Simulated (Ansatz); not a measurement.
Here is an Ansatz input file for MgAl₂C₂, space group P-3m1. Write the same calculation for the Python package.

```yaml
crystal:
  lattice:
    - [3.377, 0.0, 0.0]
    - [-1.6885, 2.924568, 0.0]
    - [0.0, 0.0, 5.817]
  atoms:
    - { symbol: Mg, position: [0.0, 0.0, 0.0] }
    - { symbol: Al, position: [0.3333333333333333, 0.6666666666666666, 0.3773] }
    - { symbol: Al, position: [0.6666666666666666, 0.3333333333333333, 0.6227] }
    - { symbol: C, position: [0.3333333333333333, 0.6666666666666666, 0.7346] }
    - { symbol: C, position: [0.6666666666666666, 0.3333333333333333, 0.2654] }
  supercell: [2, 1, 1]
basis:
  ecutwfc: 550.0
kpoints:
  mp_grid:
    grid: [3, 3, 1]
hamiltonian:
  xc: pbesol
scf:
  occupations:
    method: fixed
md:
  timestep: 2.0
  n_steps: 12
  ensemble: nvt_langevin
  temperature: 100.0
  friction: 0.02
  initial_velocities: maxwell_boltzmann
  seed: 251
```

`md_mgal2c2.py`
```python
"""A few tens of MD steps for MgAl2C2."""

import json

import ansatz as az
from ase import Atoms
from ase.neighborlist import neighbor_list
import numpy as np


def main() -> None:
    vectors = np.array([
        [3.377, 0.0, 0.0],
        [-1.6885, 2.924568, 0.0],
        [0.0, 0.0, 5.817],
    ])
    cell = (
        az.Lattice.of(vectors)
        .atom("Mg", (0.0, 0.0, 0.0))
        .atom("Al", (1 / 3, 2 / 3, 0.3773))
        .atom("Al", (2 / 3, 1 / 3, 0.6227))
        .atom("C", (1 / 3, 2 / 3, 0.7346))
        .atom("C", (2 / 3, 1 / 3, 0.2654))
    )

    # a small cell and a short run: a test of the set-up, no statistics
    base = (
        cell.supercell(2, 1, 1).calculation()
        .occupations(az.OccupationsMethod.FIXED)
        .functional(az.Functional.PBESOL)
        .kpoints(3, 3, 1)
        .basis(550)
        .md("langevin", timestep=2.0, steps=12, temperature=100, friction=0.02, initial_velocities="maxwell_boltzmann", seed=251)
    )
    result = base.run(threads=1, events_out="events.ndjson")
    with open("events.ndjson") as stream:
        events = [json.loads(line) for line in stream]
    steps = [e["data"] for e in events if e["event"] == "md_step"]
    data = result.report

    for s in steps[::2]:
        print("%3d %7.1f fs  total %.4f eV  T %6.1f K" % (s["step"], s["time_fs"], s["lagrangian_ev"] + s["e_kin_ev"], s["temperature_k"]))

    temperature = np.array([s["temperature_k"] for s in steps])
    print(f"mean temperature of the second half {temperature[len(steps) // 2 :].mean():.1f} K")

    symbols = [site.symbol for site in result.lattice.sites]
    pairs = np.concatenate([neighbor_list("d", Atoms(symbols, positions=s["positions_ang"], cell=result.lattice.cell_ang, pbc=True), 4.5) for s in steps[len(steps) // 2 :]])
    counts, edges = np.histogram(pairs, bins=np.arange(0.5, 4.51, 0.25))
    for low, count in zip(edges, counts / (len(symbols) * len(steps[len(steps) // 2 :]))):
        print(f"{low:4.2f}-{low + 0.25:4.2f} A  {count:6.2f} neighbours an atom")

    print("last positions (A) and velocities (A/fs)")
    for site, xyz, vel in zip(result.lattice.sites, steps[-1]["positions_ang"], steps[-1]["velocities_ang_fs"]):
        print(f"{site.symbol:2s}", " ".join(f"{v:8.4f}" for v in xyz), " ", " ".join(f"{v:9.5f}" for v in vel))

    with open("trajectory.xyz", "w") as handle:
        for s in steps[::5]:
            handle.write(f"{len(s['positions_ang'])}\nt = {s['time_fs']} fs\n")
            for site, xyz in zip(result.lattice.sites, s["positions_ang"]):
                handle.write("{} {:.4f} {:.4f} {:.4f}\n".format(site.symbol, *xyz))


if __name__ == "__main__":
    main()
```

```console
$ python md_mgal2c2.py
DeckWarning: md: disabling space-group detection — thermal motion breaks the input geometry's symmetry, so no spatial operation reduces the k-mesh or symmetrises the density; time reversal is kept, so that k and −k are solved as one point where they differ and the mesh holds both, and exact exchange and, on two spinor [...]
  0     0.0 fs  total -6908.8959 eV  T   90.0 K
  2     4.0 fs  total -6908.8897 eV  T  223.3 K
  4     8.0 fs  total -6909.0005 eV  T  355.9 K
  6    12.0 fs  total -6909.0864 eV  T  496.6 K
  8    16.0 fs  total -6909.1842 eV  T  545.0 K
 10    20.0 fs  total -6909.2494 eV  T  514.2 K
 12    24.0 fs  total -6909.3396 eV  T  387.8 K
mean temperature of the second half 503.4 K
0.50-0.75 A    0.00 neighbours an atom
0.75-1.00 A    0.00 neighbours an atom
1.00-1.25 A    0.00 neighbours an atom
1.25-1.50 A    0.00 neighbours an atom
1.50-1.75 A    0.00 neighbours an atom
1.75-2.00 A    1.11 neighbours an atom
2.00-2.25 A    2.09 neighbours an atom
2.25-2.50 A    0.40 neighbours an atom
2.50-2.75 A    3.23 neighbours an atom
2.75-3.00 A    2.37 neighbours an atom
3.00-3.25 A    0.74 neighbours an atom
3.25-3.50 A    6.46 neighbours an atom
3.50-3.75 A    1.20 neighbours an atom
3.75-4.00 A    5.40 neighbours an atom
4.00-4.25 A    6.23 neighbours an atom
4.25-4.50 A    5.17 neighbours an atom
last positions (A) and velocities (A/fs)
Mg  -0.0003   0.0469  -0.0289     0.00110   0.00152  -0.00053
Al  -0.0184   1.9235   2.0027     0.00003  -0.00130  -0.01011
Al   1.6645   0.9548   3.8182     0.00056  -0.00183   0.00979
C   -0.0027   1.9062   4.2217    -0.00259   0.00205   0.00274
C    1.6920   0.9465   1.6490     0.00062   0.00286  -0.00045
Mg   3.3969  -0.0012   0.0111     0.00083  -0.00066  -0.00124
Al   3.4151   1.9506   1.9840     0.00058  -0.00101  -0.00686
Al   5.0582   0.9682   3.8206    -0.00190  -0.00011   0.00858
C    3.3734   1.9561   4.1894     0.00356   0.00310   0.00011
C    5.0905   0.9788   1.6217    -0.00177   0.00075   0.00010
```
(Warnings from the package without file and line, shortened.)

What to keep in mind:
- Absolute energies stand on the zero of these potentials, so only differences at equal settings mean something. A total without «per atom» is that of the whole cell that was run.
- The structure is a deposited one; some such entries were measured under pressure or heat, so a shift against it needn't be the functional's error alone.
- A small cell, a coarse mesh and a very short run: it shows the set-up and gives no equilibrium averages.
- Hardware and time: 25 s on 1 thread of Arm Neoverse V2, on a shared host, peak memory 0.45 GiB.

(Lines on the test bed's own set-up are left out of the output.)
